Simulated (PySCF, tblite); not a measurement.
# C₁₆H₁₀N₂S₂: electronic excitations, NMR shifts

What do calculations give for the electronic excitations, NMR shifts of C₁₆H₁₀N₂S₂ (`c1cc(-c2cc3sc(-c4ccncc4)cc3s2)ccn1`)?

Computed with tblite 0.8.0 and PySCF 2.14.0 and routines of our own; the level stands in each step. Atoms count from 0.

## 1. The system as given

30 atoms, charge 0, multiplicity 1; geometry from: force field, distance geometry or constructed start.

## 2. Optimising the geometry with GFN2-xTB

The job: settings as JSON, then the geometry in Å.

```
{"job": {"kind": "relax", "xc": "GFN2-xTB", "basis": "xTB"}, "charge": 0, "multiplicity": 1}
C     -5.852600     0.563300    -1.034200
C     -4.478900     0.664600    -1.009600
C     -3.750900    -0.242300    -0.213000
C     -2.290000    -0.151200    -0.157200
C     -1.516900     0.976500     0.018000
C     -0.127000     0.664300     0.003000
S      1.346800     1.585800     0.163800
C      2.292600     0.158300    -0.011000
C      3.758800     0.238000     0.050000
C      4.472900    -0.662800     0.840800
C      5.855400    -0.566400     0.867100
N      6.558000     0.349100     0.172600
C      5.846500     1.211400    -0.581600
C      4.469900     1.194600    -0.683600
C      1.513700    -0.972600    -0.178000
C      0.121800    -0.664200    -0.162800
S     -1.346300    -1.582200    -0.329700
C     -4.468700    -1.198600     0.516300
C     -5.850500    -1.208900     0.425600
N     -6.557700    -0.350300    -0.333400
H     -6.455100     1.246900    -1.636100
H     -3.978500     1.422900    -1.596100
H     -1.910900     1.980800     0.150500
H      3.973500    -1.425800     1.430900
H      6.453300    -1.240500     1.475100
H      6.433400     1.935600    -1.136900
H      3.967900     1.914500    -1.323500
H      1.913700    -1.975700    -0.306200
H     -3.966600    -1.911900     1.157300
H     -6.438400    -1.936200     0.979200
```

Started as:

```bash
$ OMP_NUM_THREADS=1 python large_run.py task.json out
```

This one command runs all jobs of the session in turn.

Log:

```text
step      E/eV     max force
  0   -1405.87819    1.634
  1   -1406.00447    0.520
  2   -1406.02836    0.268
  3   -1406.04197    0.159
  4   -1406.04840    0.144
  5   -1406.05235    0.136
  6   -1406.05492    0.123
  7   -1406.05746    0.092
  8   -1406.06047    0.096
  9   -1406.06409    0.133
 10   -1406.06779    0.159
 11   -1406.07116    0.133
 12   -1406.07392    0.105
 13   -1406.07626    0.112
 14   -1406.07862    0.108
 15   -1406.08142    0.115
 16   -1406.08476    0.127
 17   -1406.08822    0.112
 18   -1406.09134    0.115
 19   -1406.09408    0.099
 20   -1406.09677    0.102
 21   -1406.09997    0.136
 22   -1406.10395    0.132
 23   -1406.10866    0.121
 24   -1406.11345    0.133
 25   -1406.11789    0.116
 26   -1406.12241    0.131
 27   -1406.12713    0.131
 28   -1406.13253    0.159
 29   -1406.13977    0.212
 30   -1406.14843    0.210
 31   -1406.15697    0.172
 32   -1406.16499    0.140
 33   -1406.16594    0.351
 34   -1406.17747    0.131
 35   -1406.18340    0.135
 36   -1406.19354    0.167
 37   -1406.19614    0.086
 38   -1406.19808    0.079
 39   -1406.20131    0.088
 40   -1406.20219    0.068
 41   -1406.20308    0.054
 42   -1406.20405    0.042
 43   -1406.20461    0.042
 44   -1406.20510    0.042
 45   -1406.20550    0.045
 46   -1406.20598    0.046
 47   -1406.20645    0.048
 48   -1406.20691    0.040
 49   -1406.20721    0.036
 50   -1406.20742    0.022
 51   -1406.20758    0.020
```

Run time: 1.8 s. Hardware: 1 thread of Arm Neoverse N1, shared host; peak memory 0.19 GiB.

Along the way:

```csv
step,energy from step 0 (eV),largest force (eV/Å)
0,0.0000,1.6345
1,-0.1263,0.5200
2,-0.1502,0.2673
3,-0.1638,0.1594
4,-0.1702,0.1439
5,-0.1742,0.1356
6,-0.1767,0.1226
7,-0.1793,0.0928
8,-0.1823,0.0960
11,-0.1930,0.1324
15,-0.2032,0.1150
18,-0.2132,0.1153
22,-0.2258,0.1319
25,-0.2397,0.1156
29,-0.2616,0.2120
32,-0.2868,0.1400
36,-0.3154,0.1665
39,-0.3231,0.0877
43,-0.3264,0.0421
47,-0.3283,0.0490
48,-0.3287,0.0405
49,-0.3290,0.0359
50,-0.3292,0.0220
51,-0.3294,0.0198
```

Close pairs (by a distance rule), those that changed most:

```csv
bond,before (Å),after (Å),change (Å)
S6–C7,1.721,1.757,+0.036
C3–S16,1.723,1.757,+0.034
C5–C15,1.362,1.394,+0.032
C0–N19,1.350,1.323,-0.028
N11–C12,1.349,1.323,-0.026
C14–C15,1.426,1.401,-0.025
C10–N11,1.347,1.322,-0.024
C4–C5,1.425,1.401,-0.024
```

The final coordinates are the input of the step that follows.

## 3. Electronic excitations: TDDFT CAM-B3LYP/6-31G*

The job: settings as JSON, then the geometry in Å.

```
{"job": {"kind": "uv", "basis": "6-31G*", "grid": 1, "kgrid": 0, "vcut": 1.5, "nstates": 8, "ntriplets": 3, "tda": false, "delta": ["ip_vertical"], "pop": true, "xc": "CAM-B3LYP"}, "charge": 0, "multiplicity": 1}
C     -5.877285     0.669691    -0.814347
C     -4.502247     0.818870    -0.785523
C     -3.728087    -0.181513    -0.187714
C     -2.285416    -0.101699    -0.134619
C     -1.474590     0.931182    -0.533753
C     -0.118425     0.632112    -0.351315
S      1.362648     1.463931    -0.647645
C      2.285122     0.102471    -0.029225
C      3.727681     0.182748     0.025071
C      4.501454    -0.817582     0.623177
C      5.876323    -0.668417     0.651538
N      6.514686     0.373870     0.146503
C      5.788673     1.322912    -0.420796
C      4.409514     1.279864    -0.509570
C      1.474189    -0.930714     0.368916
C      0.117926    -0.631952     0.186184
S     -1.363187    -1.463445     0.483492
C     -4.410312    -1.277663     0.348566
C     -5.789348    -1.321905     0.257516
N     -6.515438    -0.373815    -0.311336
H     -6.506113     1.427319    -1.264164
H     -4.042432     1.689808    -1.224032
H     -1.830721     1.863802    -0.930144
H      4.042138    -1.687892     1.063254
H      6.504211    -1.426139     1.102068
H      6.345979     2.157867    -0.825041
H      3.862258     2.078657    -0.987476
H      1.830783    -1.863267     0.765270
H     -3.864145    -2.076052     0.828519
H     -6.346650    -2.155914     0.664138
```

With the program's defaults for keys left out, this is: TDDFT CAM-B3LYP/6-31G*, vertical, gas phase, core orbitals frozen in the response, virtual orbitals cut by energy.

Log:

```text
start: PBE on a coarse grid of 27654 points
cycle   1  E = -1520.4179286209  dE =  3.676e+00  |g| = 7.278e-01  |ddm| = 6.751e+00
cycle   2  E = -1520.2126936098  dE =  2.052e-01  |g| = 1.131e+00  |ddm| = 2.547e+00
cycle   3  E = -1520.5453525575  dE = -3.327e-01  |g| = 2.971e-01  |ddm| = 1.811e+00
cycle   4  E = -1520.5657144192  dE = -2.036e-02  |g| = 1.155e-01  |ddm| = 4.444e-01
cycle   5  E = -1520.5691479924  dE = -3.434e-03  |g| = 3.700e-02  |ddm| = 1.803e-01
cycle   6  E = -1520.5694911900  dE = -3.432e-04  |g| = 1.254e-02  |ddm| = 5.006e-02
cycle   7  E = -1520.5695244851  dE = -3.330e-05  |g| = 4.234e-03  |ddm| = 1.681e-02
final grid: 120976 points
cycle   8  E = -1521.1505325126  dE = -1.407e-02  |g| = 4.673e-02  |ddm| = 5.605e-01
cycle   9  E = -1521.1511049572  dE = -5.724e-04  |g| = 4.249e-02  |ddm| = 1.266e-01
cycle  10  E = -1521.1515297436  dE = -4.248e-04  |g| = 1.158e-02  |ddm| = 4.988e-02
cycle  11  E = -1521.1515746529  dE = -4.491e-05  |g| = 5.647e-03  |ddm| = 2.163e-02
cycle  12  E = -1521.1515843943  dE = -9.741e-06  |g| = 1.204e-03  |ddm| = 8.638e-03
cycle  13  E = -1521.1515853346  dE = -9.403e-07  |g| = 7.389e-04  |ddm| = 2.827e-03
cycle  14  E = -1521.1515836665  dE =  1.668e-06  |g| = 2.542e-04  |ddm| = 1.487e-03
cycle  15  E = -1521.1515846189  dE = -9.524e-07  |g| = 8.663e-05  |ddm| = 4.766e-04
converged SCF energy = -1521.1515846189
Vertical ionisation energy (delta-SCF) = 7.4132 eV   <S^2> = 0.798

Static polarisability (au): isotropic 234.206, principal 71.954 200.773 429.890

Singlet excitations
state   eV       nm        f      main configurations
  1   3.7018    334.9   1.09171   H->L 0.95
  2   4.5223    274.2   0.06576   H-1->L 0.94
  3   4.7711    259.9   0.00000   H-2->L 0.62, H-3->L+1 0.28
  4   4.7762    259.6   0.00630   H-3->L 0.62, H-2->L+1 0.28
  5   4.9961    248.2   0.00000   H->L+1 0.84
  6   5.1248    241.9   0.00007   H-4->L 0.50, H->L+3 0.18, H-5->L+1 0.15
  7   5.1389    241.3   0.04636   H-5->L 0.51, H->L+2 0.21, H-4->L+1 0.15
  8   5.5698    222.6   0.00000   H->L+4 0.88

Triplet excitations (Tamm-Dancoff, eV): 2.4098 3.5132 3.6340
```

It took 4.9 min on 1 thread of Arm Neoverse N1, shared host; peak memory 0.66 GiB.

Frontier orbitals and where they lie:

```csv
orbital,eV,atoms
HOMO−4,-8.82,"C1 14 %, C9 14 %, C18 13 %"
HOMO−3,-8.68,"N19 35 %, N11 33 %"
HOMO−2,-8.68,"N11 35 %, N19 33 %"
HOMO−1,-8.07,"S6 33 %, S16 33 %, C14 10 %"
HOMO,-7.05,"C7 17 %, C3 17 %, C15 11 %"
LUMO,-1.12,"C3 11 %, C7 11 %, C4 7 %"
LUMO+1,0.24,"C8 11 %, C2 11 %, C14 10 %"
LUMO+2,0.93,"C18 14 %, C12 13 %, C1 12 %"
LUMO+3,0.98,"C10 13 %, C0 13 %, C13 12 %"
```

With each of the 8 states as a Gaussian band of 0.4 eV half-width at 1/e, the curve within the window shown has maxima at 335 nm (ε 44,000) L/(mol cm). Beyond the last state computed it falls off for lack of states. The curve at chosen wavelengths:

```csv
nm,ε (L/mol/cm)
211,67
219,357
226,926
234,1732
241,2237
249,2530
256,2757
264,3103
271,3462
279,4230
286,5930
294,10095
301,16095
309,24980
316,33037
324,40390
331,43792
339,43625
346,40363
354,34288
361,28080
369,21114
376,15753
384,10795
391,7504
399,4794
```

Further results of this job:

```csv
property,computed
dipole moment (D),0.01
polarisability (Å³),34.71
HOMO–LUMO gap (eV),5.93
−ε(HOMO) (eV),7.05
```

## 4. NMR shifts: GIAO KT2/pcSseg-1

The job, as its differences from that of step 3:

```diff
@@ -1,2 +1,2 @@
-{"job": {"kind": "uv", "basis": "6-31G*", "grid": 1, "kgrid": 0, "vcut": 1.5, "nstates": 8, "ntriplets": 3, "tda": false, "delta": ["ip_vertical"], "pop": true, "xc": "CAM-B3LYP"}, "charge": 0, "multiplicity": 1}
+{"job": {"kind": "nmr", "basis": "pcSseg-1", "pop": false, "xc": "KT2"}, "charge": 0, "multiplicity": 1}
 C     -5.877285     0.669691    -0.814347
```

With the program's defaults for keys left out, this is: GIAO KT2/pcSseg-1 NMR shielding, non-relativistic, gas phase.

Log:

```text
start: PBE on a coarse grid of 27654 points
cycle   1  E = -1519.9573468223  dE =  3.634e+00  |g| = 7.225e-01  |ddm| = 6.707e+00
cycle   2  E = -1519.7401211682  dE =  2.172e-01  |g| = 1.159e+00  |ddm| = 2.668e+00
cycle   3  E = -1520.0778005408  dE = -3.377e-01  |g| = 2.891e-01  |ddm| = 1.895e+00
cycle   4  E = -1520.0957555758  dE = -1.796e-02  |g| = 1.188e-01  |ddm| = 4.484e-01
cycle   5  E = -1520.0992912978  dE = -3.536e-03  |g| = 3.848e-02  |ddm| = 1.944e-01
cycle   6  E = -1520.0996357036  dE = -3.444e-04  |g| = 1.291e-02  |ddm| = 5.093e-02
cycle   7  E = -1520.0996715799  dE = -3.588e-05  |g| = 4.382e-03  |ddm| = 1.751e-02
final grid: 254014 points
cycle   8  E = -1540.7646940183  dE = -5.003e-02  |g| = 1.889e-01  |ddm| = 7.989e-01
cycle   9  E = -1540.7590270508  dE =  5.667e-03  |g| = 1.908e-01  |ddm| = 3.123e-01
cycle  10  E = -1540.7631168051  dE = -4.090e-03  |g| = 1.209e-01  |ddm| = 3.808e-01
cycle  11  E = -1540.7671168925  dE = -4.000e-03  |g| = 2.972e-02  |ddm| = 1.872e-01
cycle  12  E = -1540.7674114392  dE = -2.945e-04  |g| = 3.708e-03  |ddm| = 4.624e-02
cycle  13  E = -1540.7674150477  dE = -3.609e-06  |g| = 1.267e-03  |ddm| = 6.054e-03
cycle  14  E = -1540.7674167491  dE = -1.701e-06  |g| = 5.569e-04  |ddm| = 2.021e-03
cycle  15  E = -1540.7674133671  dE =  3.382e-06  |g| = 2.591e-04  |ddm| = 8.989e-04
cycle  16  E = -1540.7674164554  dE = -3.088e-06  |g| = 6.178e-05  |ddm| = 3.872e-04
converged SCF energy = -1540.7674164554

GIAO shielding tensors (ppm)
atom      isotropic    diamagn.    paramagn.     s11        s22        s33       span
  0 C       41.066     249.474    -208.408    -57.119     40.475    139.843    196.962
  1 C       74.868     249.906    -175.038    -15.626     72.530    167.700    183.326
  2 C       51.680     249.809    -198.129    -33.010     20.202    167.850    200.860
  3 C       39.984     270.902    -230.918     -8.387     38.377     89.962     98.349
  4 C       75.320     256.194    -180.874     11.766     57.060    157.133    145.366
  5 C       49.204     263.969    -214.765      7.762     34.292    105.558     97.796
  6 S      349.628    1064.867    -715.239    224.106    377.476    447.302    223.196
  7 C       39.984     270.879    -230.895     -8.408     38.394     89.966     98.373
  8 C       51.700     249.845    -198.145    -32.987     20.213    167.875    200.862
  9 C       74.887     250.191    -175.304    -15.652     72.603    167.710    183.362
 10 C       41.090     249.565    -208.475    -57.126     40.511    139.886    197.011
 11 N      -66.072     334.803    -400.874   -356.241   -137.727    295.753    651.995
 12 C       40.349     249.317    -208.968    -57.893     39.515    139.425    197.318
 13 C       72.383     252.295    -179.912    -18.060     75.146    160.063    178.123
 14 C       75.304     256.155    -180.851     11.743     57.057    157.111    145.368
 15 C       49.205     263.926    -214.721      7.773     34.287    105.556     97.783
 16 S      349.605    1064.908    -715.303    223.931    377.483    447.400    223.469
 17 C       72.379     252.444    -180.065    -18.067     75.131    160.072    178.139
 18 C       40.317     249.356    -209.038    -57.961     39.537    139.376    197.338
 19 N      -66.134     334.798    -400.932   -356.285   -137.842    295.726    652.011
 20 H       22.999      25.292      -2.293     18.907     22.773     27.316      8.409
 21 H       24.401      36.279     -11.878     19.629     23.698     29.877     10.249
 22 H       23.909      37.602     -13.693     18.217     25.794     27.716      9.500
 23 H       24.403      36.413     -12.010     19.632     23.698     29.879     10.246
 24 H       23.004      25.412      -2.408     18.914     22.768     27.330      8.416
 25 H       23.006      25.440      -2.434     18.903     22.631     27.485      8.582
 26 H       24.418      35.972     -11.554     18.929     23.102     31.225     12.296
 27 H       23.908      37.598     -13.690     18.213     25.796     27.714      9.501
 28 H       24.420      36.078     -11.658     18.934     23.105     31.221     12.287
 29 H       23.004      25.537      -2.533     18.899     22.628     27.484      8.584
```

Run time: 58 s. Hardware: 1 thread of Arm Neoverse N1, shared host; peak memory 0.59 GiB.

Shifts follow as δ = σ(reference) − σ, with reference shieldings (ppm) from runs at the same level and on the same kind of geometry: 1H TMS 31.62, 13C TMS 185.6, 15N NH3 266.5. The references are single molecules in the gas phase, so shifts against H2O, NH3, PH3, H3PO4 or CFCl3 are not on the usual liquid scales and can be off by tens of ppm. Atoms listed in one row are averaged.

```csv
atoms,environment,σ (ppm),δ (ppm)
"C3, C7",substituted aromatic carbon next to the ring sulfur,40.0,145.6
"C0, C10, C12, C18",aromatic CH next to a ring nitrogen,40.7,144.9
"C5, C15",ring-fusion aromatic carbon,49.2,136.4
"C2, C8",substituted aromatic carbon,51.7,133.9
"C1, C9, C13, C17",aromatic CH,73.6,112.0
"C4, C14",aromatic CH,75.3,110.3
"H20, H24, H25, H29",hydrogen on an aromatic CH next to a ring nitrogen,23.00,8.62
"H22, H27",hydrogen on an aromatic CH,23.91,7.71
"H21, H23, H26, H28",hydrogen on an aromatic CH,24.41,7.21
"S6, S16",aromatic ring sulfur,350,–
"N11, N19",pyridine-type ring nitrogen,-66.1,332.6
```

Ring of atoms C0, C1, C2, C17, C18, N19: NICS(0) -5.6, NICS(1) -9.2, NICS(1)zz -21.5 ppm (means of both faces).

Ring of atoms C3, C4, C5, C15, S16: NICS(0) -8.9, NICS(1) -8.0, NICS(1)zz -15.1 ppm (means of both faces).

## 5. Summary of results

```
                                                              quantity                                         value
                                     lowest singlet (CAM-B3LYP/6-31G*)                   3.70 eV (335 nm), f = 1.092
                                                        lowest triplet                                       2.41 eV
13C shifts against TMS (KT2/pcSseg-1, means over atoms taken as alike)  145.6, 144.9, 136.4, 133.9, 112.0, 110.3 ppm
 1H shifts against TMS (KT2/pcSseg-1, means over atoms taken as alike)                          8.62, 7.71, 7.21 ppm
15N shifts against NH3 (KT2/pcSseg-1, means over atoms taken as alike)                                     332.6 ppm
    shieldings of S (KT2/pcSseg-1, a mean where the table joins atoms)                                  S6 349.6 ppm
```

The first singlet state (HOMO→LUMO 0.95) lies at 3.70 eV and is bright. The lowest triplet lies 1.29 eV below the lowest singlet (triplets in Tamm-Dancoff, singlets in full TDDFT). At KT2/pcSseg-1: Shielding is most anisotropic at N11, N19 (span 652 ppm, paramagnetic term -401 ppm). NICS(1)zz of -22 ppm above the planar ring from C0 marks a diatropic (aromatic) ring current. NICS(1)zz of -15 ppm above the planar ring from C3 marks a diatropic (aromatic) ring current.
